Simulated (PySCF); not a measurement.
**C₃H₇NS₂Si: electronic excitations**

Wanted: the electronic excitations of C₃H₇NS₂Si (`C=N[SiH]1SCCS1`), by calculation.

Programs: PySCF 2.14.0, with density-fitted response routines of our own. Each step states its level of theory. These are calculated values for one molecule in the gas phase, unless marked as measured. Atoms count from 0, in the outputs and in this text.

**1. The starting structure**

14 atoms, charge 0, multiplicity 1; geometry from: GFN2-xTB.

Bonds of the start (Å): C0–N1 1.25, N1–Si2 1.71, Si2–S3 2.14, S3–C4 1.83, C4–C5 1.51, C5–S6 1.82, S6–Si2 2.14, C0–H7 1.09, C0–H8 1.09, Si2–H9 1.46, C4–H10 1.09, C4–H11 1.09, C5–H12 1.09, C5–H13 1.09.

**2. TDDFT and polarisability: CAM-B3LYP/def2-SVPD**

What the job is given:

```
{"job": {"kind": "uv", "xc": "CAM-B3LYP", "basis": "def2-SVPD", "nstates": 8, "ntriplets": 3}, "charge": 0, "multiplicity": 1}
C      3.152108     0.262999     0.731951
N      1.906537     0.180321     0.671866
Si     0.765705    -0.046614    -0.579863
S     -0.625582     1.570133    -0.383331
C     -2.087511     0.489434    -0.222983
C     -1.798330    -0.690131     0.673706
S     -0.452994    -1.715971    -0.009548
H      3.621795     0.398157     1.701367
H      3.817609     0.211850    -0.131032
H      1.124192    -0.227935    -1.978840
H     -2.880450     1.109001     0.195813
H     -2.375958     0.161455    -1.222115
H     -1.497243    -0.363992     1.669176
H     -2.670557    -1.339179     0.752147
```

Method: TDDFT CAM-B3LYP/def2-SVPD, vertical, gas phase, core orbitals frozen in the response.

Command:

```sh
> OMP_NUM_THREADS=1 python probes_run.py task.json out
```

One launch serves the whole session: the jobs run in the order shown.

Standard output:

```text
coarse grid: 13536 points
cycle   1  E = -1258.4768580444  dE =  9.998e-01  |g| = 4.725e-01  |ddm| = 5.682e+00
cycle   2  E = -1258.4641001541  dE =  1.276e-02  |g| = 5.902e-01  |ddm| = 2.044e+00
cycle   3  E = -1258.5407782142  dE = -7.668e-02  |g| = 7.990e-02  |ddm| = 9.733e-01
cycle   4  E = -1258.5422039154  dE = -1.426e-03  |g| = 3.636e-02  |ddm| = 1.871e-01
cycle   5  E = -1258.5425643122  dE = -3.604e-04  |g| = 6.933e-03  |ddm| = 7.830e-02
cycle   6  E = -1258.5425781999  dE = -1.389e-05  |g| = 2.505e-03  |ddm| = 1.609e-02
cycle   7  E = -1258.5425800816  dE = -1.882e-06  |g| = 8.422e-04  |ddm| = 5.215e-03
final grid: 117640 points
cycle   8  E = -1258.6812720781  dE = -2.348e-05  |g| = 3.161e-03  |ddm| = 5.487e-02
cycle   9  E = -1258.6812716981  dE =  3.799e-07  |g| = 3.448e-03  |ddm| = 1.146e-02
cycle  10  E = -1258.6812747630  dE = -3.065e-06  |g| = 2.738e-04  |ddm| = 5.079e-03
cycle  11  E = -1258.6812747803  dE = -1.732e-08  |g| = 1.591e-04  |ddm| = 8.012e-04
cycle  12  E = -1258.6812747860  dE = -5.713e-09  |g| = 5.501e-05  |ddm| = 2.744e-04
cycle  13  E = -1258.6812747868  dE = -7.685e-10  |g| = 1.279e-05  |ddm| = 1.027e-04
converged SCF energy = -1258.6812747868

Static polarisability (au): isotropic 107.131, principal 88.483 100.901 132.010

Singlet excitations
state   eV       nm        f      main configurations
  1   3.9517    313.7   0.00038   H-2->L 0.93
  2   5.1978    238.5   0.01032   H->L+1 0.40, H->L 0.36
  3   5.2975    234.0   0.00613   H-1->L 0.58, H-1->L+1 0.22
  4   5.4027    229.5   0.03031   H->L 0.52, H->L+1 0.34
  5   5.4723    226.6   0.00389   H-1->L+1 0.55, H-1->L 0.28
  6   6.3220    196.1   0.04847   H-2->L+1 0.78, H-2->L+2 0.08
  7   6.5081    190.5   0.02137   H->L+2 0.42, H-1->L+2 0.28
  8   6.6249    187.1   0.01656   H->L+3 0.38, H-1->L+3 0.28

Triplet excitations (Tamm-Dancoff, eV): 3.3793 4.7314 4.9074
```

Wall time 91 s (1 thread of Intel Xeon at 2.70GHz, shared host); peak memory 0.97 GiB.

Frontier orbitals and where they lie:

```tsv
orbital	eV	atoms
HOMO−3	-9.67	S3 37 %, S6 37 %, Si2 12 %
HOMO−2	-8.75	N1 56 %, C0 16 %, Si2 10 %
HOMO−1	-8.30	S6 39 %, S3 33 %, Si2 7 %
HOMO	-8.16	S3 39 %, S6 34 %, C4 7 %
LUMO	-0.19	C0 39 %, N1 29 %, Si2 8 %
LUMO+1	0.56	S6 26 %, S3 26 %, Si2 15 %
LUMO+2	1.20	S3 28 %, Si2 17 %, C0 12 %
```

With each of the 8 states as a Gaussian band of 0.4 eV half-width at 1/e, the curve within the window shown has maxima at 231 nm (ε 2,000), 193 nm (ε 3,200) L/(mol cm). Beyond the last state computed it falls off for lack of states. The curve at chosen wavelengths:

(nm, ε (L/mol/cm)): (179, 877), (187, 2551), (194, 3178), (202, 2156), (209, 1188), (217, 1161), (225, 1748), (232, 1959), (240, 1588), (247, 1027), (255, 493), (263, 194), (270, 75), (278, 25), (285, 13), (293, 11), (301, 13), (308, 15), (316, 15), (323, 14), (331, 12), (339, 9), (346, 7), (354, 4), (361, 3), (369, 2)

Leading natural transition orbitals of singlet state 6: the hole lies on N1 64 %; H8 10 %; H7, H9 about 8 % each; the particle on H8, H9 about 15 % each; Si2 14 %; S3, S6 about 12 % each.

Leading natural transition orbitals of singlet state 1: the hole lies on N1 66 %; H8 11 %; H7 8 %; the particle on C0 36 %; N1 31 %; H7, H8 about 10 % each.

Ground-state properties from the same run:

```tsv
property	computed
dipole moment (D)	0.79
polarisability (Å³)	15.88
HOMO–LUMO gap (eV)	7.97
−ε(HOMO) (eV)	8.16
```

Orbitals, density, ELF and potential are computed afterwards from the orbital file.

Frontier orbitals at CAM-B3LYP/def2-SVPD, with the share of their density that lies nearest to each atom:

```tsv
orbital	energy (eV)	lies on
HOMO	-8.16	S3, S6 about 40 % each
LUMO	-0.19	C0 32 %; N1 27 %; H7, H8 about 11 % each
```

ELF in a plane through or near 5 of the atoms.

Values, 10 rows by 14 columns:
```
0.00 0.00 0.00 0.00 0.00 0.00 0.00 0.00 0.00 0.00 0.00 0.00 0.00 0.00
0.00 0.00 0.00 0.00 0.00 0.00 0.00 0.00 0.00 0.00 0.00 0.00 0.00 0.00
0.00 0.00 0.03 0.10 0.00 0.01 0.00 0.02 0.89 0.38 0.01 0.00 0.00 0.00
0.00 0.02 0.97 0.99 0.05 0.81 0.17 0.10 1.00 0.78 0.04 0.00 0.00 0.00
0.00 0.01 0.59 0.90 0.66 0.92 0.29 0.03 0.36 0.48 0.06 0.00 0.00 0.00
0.00 0.01 0.56 0.82 0.68 0.78 0.25 0.68 0.58 0.50 0.65 0.05 0.00 0.00
0.00 0.00 0.66 0.55 0.06 0.23 0.51 0.84 0.59 0.80 0.56 0.03 0.00 0.00
0.00 0.00 0.00 0.00 0.00 0.06 0.10 0.60 0.50 0.05 0.26 0.00 0.00 0.00
0.00 0.00 0.00 0.00 0.00 0.01 0.01 0.10 0.11 0.00 0.00 0.00 0.00 0.00
0.00 0.00 0.00 0.00 0.00 0.00 0.00 0.00 0.00 0.00 0.00 0.00 0.00 0.00
```
The map spans 12.8 Å across and 9.1 Å up, centred on the molecule. Atoms in the plane (x, y in Å): C0 (-3.2, 0.3), N1 (-1.9, 0.4), C4 (2.1, -0.4), H7 (-3.7, 1.2), H12 (1.4, 1.6).

log10 of the density (e/Å³) in the same plane.

Ten even steps from '0' (-4.0) to '9' (1.9):
```
0000000000000000000000000000
0000000000000000000000000000
0000000000000000111000000000
0000011100000012222110000000
0001222222211123443221000000
0012344333332234554322100000
0023456545543345665432100000
0023567666654345665543210000
0023567777765445566543210000
0023467777765555566654210000
0023456666666666679664320000
0023455555556666667654320000
0012344444555666666654210000
0012233333455566555543210000
0000111122344455444432100000
0000000112333344432221000000
0000000001222333321110000000
0000000000111222110000000000
0000000000000000000000000000
0000000000000000000000000000
```
The map spans 12.8 Å across and 9.1 Å up, centred on the molecule. Atoms in the plane (x, y in Å): C0 (-3.2, 0.3), N1 (-1.9, 0.4), C4 (2.1, -0.4), H7 (-3.7, 1.2), H12 (1.4, 1.6).

On the surface of density 0.002 e/bohr³ the electrostatic potential runs, from the 1st to the 99th percentile, from -1.28 V near N1 to 1.27 V near Si2.

**3. Outcome**

| quantity | value |
| --- | --- |
| lowest singlet (CAM-B3LYP/def2-SVPD) | 3.95 eV (314 nm), f = 0.000 |
| brightest single state of those computed | state 6, 6.32 eV, f = 0.048 |
| lowest triplet | 3.38 eV |
| surface potential, 1st and 99th percentile | -1.28 V and 1.27 V |

What this shows: The lowest singlet, at 3.95 eV, is HOMO−2→LUMO 0.93 and is dark; of the 8 states computed, the strongest absorption comes from state 6 at 6.32 eV. The lowest triplet lies 0.57 eV below the lowest singlet (triplets in Tamm-Dancoff, singlets in full TDDFT).
